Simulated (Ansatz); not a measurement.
Runs of Ansatz 0.2.0 on TaWC2. It takes space group R-3m (No. 166, trigonal). Conventional cell: a = 3.144 Å, b = 3.144 Å, c = 15.305 Å, α = 90.00°, β = 90.00°, γ = 120.00°. W (site symmetry -3m) is surrounded by 6 C at 2.21 Å. Ta (site symmetry -3m) has 6 C at 2.23 Å as nearest neighbours. C (site symmetry 3m) has 3 W at 2.21 Å and 3 Ta at 2.23 Å as nearest neighbours. The cell comes from a database or a generator and needn't be the stable form of this composition.

| task | level | cutoff (eV) | points for each segment of the path | gap on the mesh (eV) | pressure (GPa) | V0 of scaled cells (Å³/atom) | B0 (GPa) |
| --- | --- | --- | --- | --- | --- | --- | --- |
| band structure | r2SCAN | 500 | 14 | none | -6.0 | - | - |
| equation of state | r2SCAN | 500 | - | - | - | (b) | 360 |
| band structure | LDA | 420 | 14 | none | -16.6 | - | - |
| equation of state | LDA | 420 | - | - | - | 10.40 | (a) |

Alike in all rows: potentials or basis Ansatz PAW; no spin polarisation; cell as given; k mesh 10 × 10 × 10; smearing fermi-dirac 0.05 eV.

**Question.** Fill in the values left out.

**Answer.** (a) 382; (b) 10.73.

Caveats: spin-orbit coupling is left out, which moves the levels of the heavy elements (some runs); the PAW data sets come from PBE, with cores solved anew for the run's functional, which leaves a small shift of forces and pressure (some runs); the cell was scaled at fixed shape and fractional positions, which overstates the stiffness of a crystal with free parameters, most of all of layers and chains (some runs); the PAW data sets were made with another functional, which shifts forces and pressure a little (some runs).

A k mesh can miss the band edges, and the runs leave out spin-orbit coupling on Ta, W.

A gap of «none» marks a metal or a gap under the smearing width.

Runs at the PBE level aren't shown here.
